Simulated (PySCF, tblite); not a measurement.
# H₆OSeSi₂+ (doublet): geometry, infrared bands and EPR parameters

Wanted: the infrared bands and EPR parameters of H₆OSeSi₂+ (doublet) (`O[SiH2][Se+][SiH3]`), by calculation.

The runs use tblite 0.8.0 and PySCF 2.14.0, with density-fitted response routines of our own; the level of theory stands in each step. All values are computed, except where a source is named. Atoms count from 0, in the outputs and in this text.

## Step 1: Starting geometry

10 atoms, charge 1, multiplicity 2; geometry from: force field or distance geometry start.

Bonds of the start (Å): O0–Si1 1.71, Si1–Se2 2.30, Se2–Si3 2.28, O0–H4 1.00, Si1–H5 1.46, Si1–H6 1.47, Si3–H7 1.46, Si3–H8 1.47, Si3–H9 1.48.

## Step 2: Geometry optimisation with GFN2-xTB

Job settings and geometry (Å):

```
{"job": {"kind": "relax", "xc": "GFN2-xTB", "basis": "xTB"}, "charge": 1, "multiplicity": 2}
O     -1.771000     0.875800     0.331100
Si    -1.265200    -0.408600    -0.681700
Se     0.359400    -1.626900     0.403900
Si     1.748600     0.186000     0.404800
H     -2.098700     0.437000     1.167600
H     -0.721300     0.127800    -1.928800
H     -2.403200    -1.283200    -0.979300
H      2.009600     0.618200    -0.964000
H      1.133900     1.274400     1.169000
H      3.016700    -0.195800     1.054900
```

Run with:

```console
OMP_NUM_THREADS=1 python probes_run.py task.json out
```

The driver reads the jobs from task.json and runs them one after another.

Log:

```text
step      E/eV     max force
  0    -363.89112    3.280
  1    -364.18879    1.737
  2    -364.32672    2.048
  3    -364.38899    0.794
  4    -364.46053    0.845
  5    -364.50153    0.719
  6    -364.52557    0.496
  7    -364.53848    0.323
  8    -364.54911    0.423
  9    -364.55944    0.460
 10    -364.57063    0.376
 11    -364.57858    0.282
 12    -364.58307    0.266
 13    -364.58713    0.273
 14    -364.59507    0.366
 15    -364.60329    0.288
 16    -364.60799    0.161
 17    -364.61015    0.115
 18    -364.61209    0.149
 19    -364.61470    0.202
 20    -364.61904    0.200
 21    -364.62412    0.224
 22    -364.62823    0.197
 23    -364.63050    0.183
 24    -364.63202    0.124
 25    -364.63366    0.113
 26    -364.63619    0.153
 27    -364.63846    0.152
 28    -364.64080    0.121
 29    -364.64276    0.117
 30    -364.64414    0.098
 31    -364.64533    0.115
 32    -364.64702    0.123
 33    -364.64892    0.111
 34    -364.65045    0.099
 35    -364.65144    0.092
 36    -364.65231    0.100
 37    -364.65341    0.098
 38    -364.65475    0.091
 39    -364.65597    0.084
 40    -364.65684    0.071
 41    -364.65739    0.085
 42    -364.65784    0.072
 43    -364.65837    0.068
 44    -364.65969    0.084
 45    -364.66078    0.108
 46    -364.66259    0.142
 47    -364.66379    0.074
 48    -364.66448    0.109
 49    -364.66507    0.105
 50    -364.66584    0.110
 51    -364.66707    0.208
 52    -364.66869    0.138
 53    -364.67003    0.138
 54    -364.67215    0.109
 55    -364.67261    0.302
 56    -364.67497    0.179
 57    -364.67614    0.141
 58    -364.67880    0.169
 59    -364.68020    0.122
 60    -364.68203    0.087
 61    -364.68314    0.051
 62    -364.68335    0.047
 63    -364.68363    0.045
 64    -364.68385    0.061
 65    -364.68457    0.100
 66    -364.68573    0.122
 67    -364.68735    0.116
 68    -364.68844    0.116
 69    -364.68877    0.031
 70    -364.68885    0.059
 71    -364.68893    0.034
 72    -364.68905    0.025
 73    -364.68926    0.062
 74    -364.68957    0.094
 75    -364.68984    0.089
 76    -364.68999    0.052
 77    -364.69007    0.027
 78    -364.69018    0.034
 79    -364.69045    0.079
 80    -364.69116    0.155
 81    -364.69313    0.271
 82    -364.69563    0.365
 83    -364.69816    0.229
 84    -364.70034    0.211
 85    -364.70212    0.073
 86    -364.70270    0.060
 87    -364.70301    0.060
 88    -364.70341    0.063
 89    -364.70408    0.080
 90    -364.70557    0.141
 91    -364.70743    0.150
 92    -364.71007    0.128
 93    -364.71154    0.150
 94    -364.71243    0.076
 95    -364.71263    0.074
 96    -364.71279    0.051
 97    -364.71299    0.043
 98    -364.71360    0.059
 99    -364.71426    0.069
100    -364.71483    0.082
101    -364.71522    0.055
102    -364.71547    0.039
103    -364.71566    0.043
104    -364.71566    0.036
105    -364.71584    0.025
106    -364.71595    0.035
107    -364.71613    0.041
108    -364.71628    0.028
109    -364.71639    0.018
110    -364.71643    0.010
```

Wall time 0.92 s (1 thread of Arm Neoverse N1, shared host); peak memory 0.18 GiB.

The steps of the relaxation: (not every step is listed)

```csv
step,energy from step 0 (eV),largest force (eV/Å)
0,0.0000,3.2797
1,-0.2977,1.7371
2,-0.4356,2.0483
3,-0.4979,0.7942
4,-0.5694,0.8449
5,-0.6104,0.7187
6,-0.6345,0.4955
7,-0.6474,0.3234
8,-0.6580,0.4229
17,-0.7190,0.1149
26,-0.7451,0.1527
35,-0.7603,0.0918
44,-0.7686,0.0839
53,-0.7789,0.1381
62,-0.7922,0.0474
71,-0.7978,0.0341
80,-0.8000,0.1552
89,-0.8130,0.0804
98,-0.8225,0.0586
105,-0.8247,0.0252
106,-0.8248,0.0350
107,-0.8250,0.0406
108,-0.8252,0.0282
109,-0.8253,0.0180
110,-0.8253,0.0104
```

Distances of close pairs at the start and the end, largest changes first:

```csv
bond,before (Å),after (Å),change (Å)
Se2–Si3,2.284,2.405,+0.121
O0–Si1,1.712,1.603,-0.109
Si1–Se2,2.303,2.402,+0.099
O0–H4,1.000,0.957,-0.043
Si3–H9,1.475,1.458,-0.017
Si1–H6,1.466,1.453,-0.013
Si3–H8,1.465,1.456,-0.009
Si1–H5,1.462,1.454,-0.009
```

The final coordinates are the input of the step that follows.

## Step 3: Infrared spectrum with GFN2-xTB

Job settings and geometry (Å):

```
{"job": {"kind": "ir", "xc": "GFN2-xTB", "basis": "xTB"}, "charge": 1, "multiplicity": 2}
O     -1.476926     0.666023     0.339972
Si    -1.603315    -0.535780    -0.712881
Se     0.708280    -1.182242    -0.794518
Si     2.037088     0.289485     0.566703
H     -2.171965     1.224143     0.687615
H     -1.867740    -0.118802    -2.080335
H     -2.256080    -1.730448    -0.204469
H      2.758235     1.018044    -0.472312
H      1.067380     1.062662     1.329087
H      2.813925    -0.688431     1.318610
```

Log:

```text
mode    cm-1     km/mol
  1     -27.3      0.49
  2      28.3      4.18
  3      87.5      1.82
  4     169.5      0.08
  5     246.5     49.08
  6     251.4     22.25
  7     308.9    126.61
  8     450.8     25.36
  9     475.6     45.95
 10     489.4     16.52
 11     542.6     24.72
 12     652.8     85.03
 13     692.7    189.02
 14     702.9    133.19
 15     714.8     33.75
 16     726.0    123.22
 17     732.2    665.46
 18     962.4    161.43
 19    2299.7     34.06
 20    2322.1     78.33
 21    2329.7    114.61
 22    2337.4     64.29
 23    2350.0    147.77
 24    3595.1    108.88
```

Wall time 0.39 s (1 thread of Arm Neoverse N1, shared host); peak memory 0.18 GiB.

The strongest bands and the atoms that carry them (share of the mass-weighted mode):

```csv
cm⁻¹,km/mol,atoms
309,126.6,"H4 89 %, O0 11 %"
693,189.0,"H7 49 %, H9 35 %"
703,133.2,"H8 58 %, H9 23 %, H7 15 %"
726,123.2,"H4 25 %, H6 21 %, H5 21 %"
732,665.5,"H4 18 %, H9 18 %, H8 18 %, H7 14 %"
962,161.4,"O0 58 %, Si1 36 %"
2330,114.6,H5 90 %
2350,147.8,H8 90 %
```

## Step 4: EPR parameters: B3LYP/def2-TZVP-core+pcH-1

The job, as its differences from that of step 3:

```diff
@@ -1,2 +1,2 @@
-{"job": {"kind": "ir", "xc": "GFN2-xTB", "basis": "xTB"}, "charge": 1, "multiplicity": 2}
+{"job": {"kind": "epr", "basis": "pcH-1"}, "charge": 1, "multiplicity": 2}
 O     -1.476926     0.666023     0.339972
```

Method: UKS B3LYP, def2-TZVP-core on Se, pcH-1 on H O Si, non-relativistic, mean-field spin-orbit, GIAO.

Log:

```text
UKS, coarse grid
  cycle   1  E = -3059.07439274  |g| = 1.57e+00
  cycle   2  E = -3058.16964278  |g| = 1.53e+00
  cycle   3  E = -3058.81286185  |g| = 1.01e+00
  cycle   4  E = -3059.19969926  |g| = 2.22e-01
  cycle   5  E = -3059.21887508  |g| = 6.98e-02
  cycle   6  E = -3059.22142422  |g| = 1.93e-02
  cycle   7  E = -3059.22156906  |g| = 7.88e-03
  cycle   8  E = -3059.22158380  |g| = 2.75e-03
  cycle   9  E = -3059.22158906  |g| = 7.46e-04
UKS, final grid
  cycle   1  E = -3059.22158379  |g| = 9.54e-04
  cycle   2  E = -3059.22158348  |g| = 1.44e-03
  cycle   3  E = -3059.22158421  |g| = 1.33e-04
  cycle   4  E = -3059.22158422  |g| = 5.46e-05
  cycle   5  E = -3059.22158422  |g| = 1.96e-05
E = -3059.22158422 Eh   <S^2> = 0.7532 (exact 0.7500)
g shifts (ppm)      1          2          3
  rmc          -233       -233       -233
  gc            -36         64         55
  oz_so        1092     143451     307276
  total         823     143282     307099
hyperfine (MHz)  atom isotope    a_iso     a_fc   dipolar eigenvalues
    0   17O       2.83       2.73     -0.60      0.28      0.32
    1  29Si      21.07      22.32     -2.62     -0.54      3.17
    2  77Se      89.55       7.68   -418.72   -410.21    828.93
    3  29Si      17.76      19.66     -3.37     -0.46      3.83
    4    1H      -1.71      -1.75     -0.91     -0.89      1.80
    5    1H      45.39      45.28     -2.61     -1.01      3.62
    6    1H      40.81      40.68     -2.52     -1.15      3.67
    7    1H      66.29      66.17     -2.82     -0.79      3.62
    8    1H       1.03       0.90     -1.99     -1.72      3.72
    9    1H      40.40      40.19     -2.46     -1.30      3.76
```

Run time: 2.7 min. Hardware: 1 thread of Arm Neoverse N1, shared host; peak memory 0.94 GiB.

Principal g values 2.00314, 2.14560, 2.30942; g(iso) = 2.15272, against 2.00232 for a free electron.

Hyperfine couplings; where a row names several nuclei, a(iso) is their mean (it holds for fast rotation or exchange) and the dipolar term the largest among them:

```csv
nuclei,isotope,a(iso) (MHz),"a(iso) (G, at g = 2.0023)",largest dipolar term (MHz)
Se2,77Se,89.6,32.0,828.9
"H5, H6",1H,43.1,15.4,3.7
"H7, H8, H9",1H,35.9,12.8,3.8
Si1,29Si,21.1,7.5,3.2
Si3,29Si,17.8,6.3,3.8
O0,17O,2.8,1.0,-0.6
H4,1H,-1.7,-0.6,1.8
```

Mulliken spin populations:

```csv
atom,value (e)
O0,0.00
Si1,-0.03
Se2,0.97
Si3,-0.03
H4,0.00
H5,0.02
H6,0.02
H7,0.03
H8,0.00
H9,0.02
```

In first order the couplings over 0.8 MHz of 1H give 24 distinct lines over 69.8 G, if the averaged nuclei exchange fast.

Orbitals, density, ELF and potential are computed afterwards from the orbital file.

ELF in a plane through or near 6 of the atoms.

Values, 10 rows by 14 columns:
```
0.00 0.00 0.00 0.00 0.00 0.00 0.00 0.00 0.00 0.00 0.00 0.00 0.00 0.00
0.00 0.00 0.00 0.00 0.00 0.00 0.00 0.00 0.00 0.00 0.00 0.00 0.00 0.00
0.00 0.00 0.00 0.02 0.66 0.92 0.05 0.01 0.19 0.79 0.47 0.00 0.00 0.00
0.00 0.00 0.00 0.14 0.99 1.00 0.23 0.37 0.77 0.97 0.48 0.00 0.00 0.00
0.00 0.00 0.07 0.18 0.15 0.83 0.14 0.25 0.74 0.82 0.28 0.02 0.00 0.00
0.00 0.01 0.18 0.48 0.81 0.18 0.66 0.43 0.14 0.82 0.15 0.13 0.00 0.00
0.00 0.00 0.06 0.26 0.22 0.77 0.56 0.22 0.80 0.11 0.37 0.08 0.00 0.00
0.00 0.00 0.00 0.01 0.08 0.75 0.27 0.42 0.44 0.05 0.06 0.01 0.00 0.00
0.00 0.00 0.00 0.00 0.05 0.63 0.89 0.83 0.23 0.00 0.00 0.00 0.00 0.00
0.00 0.00 0.00 0.00 0.00 0.01 0.07 0.04 0.00 0.00 0.00 0.00 0.00 0.00
```
The map spans 11.1 Å across and 9.0 Å up, centred on the molecule. Atoms in the plane (x, y in Å): O0 (1.3, 1.1), Si1 (1.8, -0.4), Se2 (-0.3, -1.6), Si3 (-2.1, 0.1), H4 (1.8, 1.9), H8 (-1.5, 1.3).

On the surface of density 0.002 e/bohr³ the electrostatic potential runs, from the 1st to the 99th percentile, from 3.42 V near O0 to 6.44 V near H4.

The spin density lies nearest to Se2 85 %.

## Step 5: Outcome

| quantity | value |
| --- | --- |
| strongest single infrared mode (GFN2-xTB) | 732 cm⁻¹, 665 km/mol |
| zero-point energy (GFN2-xTB) | 33.5 kcal/mol |
| g(iso) (B3LYP) | 2.15272 |
| ⟨S²⟩ | 0.753 (exact 0.75) |
| largest a(iso) (averaged by class) | 77Se on Se2, 89.6 MHz |

In words: The optimisation took 110 steps and gained 0.825 eV; among the close pairs (by a distance rule), Se2–Si3 changed most, from 2.284 to 2.405 Å. The lowest mode is imaginary (27i cm⁻¹), so the xTB geometry is not a minimum. The strongest single mode, at 732 cm⁻¹, has its largest shares on H4, H9, H8 and H7 (the list is cut at 4 atoms). Unscaled tight-binding wavenumbers are off by several per cent, some by more. Its intensities can rank the bands wrongly. Se2 carries the largest spin population, 0.97 e. The isotropic g lies 150.4 ppt above the free-electron value. The hyperfine terms hold no scalar relativity, which the heavier nuclei need.
